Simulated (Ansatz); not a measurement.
# C2H6AlFSi: the cost of one run

All numbers below are computed with Ansatz 0.2.0 (RKS PBE-D4/STO-3G).

## 1. Starting point

Bond lengths: C1–C2 1.355 Å, C2–Al3 1.988 Å, Al3–F4 1.732 Å, Al3–Si5 2.374 Å, C1–H6 1.110 Å, C1–H7 1.061 Å, C2–H8 1.044 Å, Si5–H9 1.523 Å, Si5–H10 1.477 Å, Si5–H11 1.436 Å. Angles (14 of 15 angles, heavy atoms first): C1–C2–Al3 122.9°, C2–Al3–F4 121.7°, C2–Al3–Si5 119.3°, F4–Al3–Si5 118.9°, C1–C2–H8 118.7°, Al3–C2–H8 118.3°, C2–C1–H6 118.6°, C2–C1–H7 121.4°, Al3–Si5–H9 108.3°, Al3–Si5–H10 109.9°, Al3–Si5–H11 109.4°, H6–C1–H7 119.2°, H9–Si5–H10 107.1°, H9–Si5–H11 110.2°.

As a file:

```xyz
11

C     0.0694   -0.7492    1.9515
C    -0.7075   -1.2366    0.9534
Al   -0.6947   -0.4897   -0.8884
F    -1.5848   -1.2306   -2.1766
Si    0.6959    1.3715   -1.3777
H     0.6595    0.1719    1.7640
H     0.0048   -1.1314    2.9392
H    -1.2974   -2.0768    1.1426
H     0.2807    2.5289   -0.4789
H     2.1000    1.0494   -1.0502
H     0.5395    1.7354   -2.7582
```

## 2. Preparing the start

Input file input.yaml:

```yaml
crystal:
  periodic: [false, false, false]
  atoms:
    - { symbol: C, position_ang: [0.0694, -0.7492, 1.9515] }
    - { symbol: C, position_ang: [-0.7075, -1.2366, 0.9534] }
    - { symbol: Al, position_ang: [-0.6947, -0.4897, -0.8884] }
    - { symbol: F, position_ang: [-1.5848, -1.2306, -2.1766] }
    - { symbol: Si, position_ang: [0.6959, 1.3715, -1.3777] }
    - { symbol: H, position_ang: [0.6595, 0.1719, 1.764] }
    - { symbol: H, position_ang: [0.0048, -1.1314, 2.9392] }
    - { symbol: H, position_ang: [-1.2974, -2.0768, 1.1426] }
    - { symbol: H, position_ang: [0.2807, 2.5289, -0.4789] }
    - { symbol: H, position_ang: [2.1, 1.0494, -1.0502] }
    - { symbol: H, position_ang: [0.5395, 1.7354, -2.7582] }
basis:
  gaussian: { orbitals: STO-3G }
hamiltonian:
  xc: pbe
  dispersion: d4
relax:
  f_tol: 0.02
  max_steps: 40
scf:
  lower_state_search: "off"
```

The run is started by

```bash
$ ansatz run input.yaml --threads 1 --pin off --max-ram 2048MiB --backend cpu --events-out ev --progress --plain --runs-dir out
```

What time and memory should one allow on 1 thread of Arm Neoverse V2, shared host?

About 20 s, with a peak of 0.13 GiB.
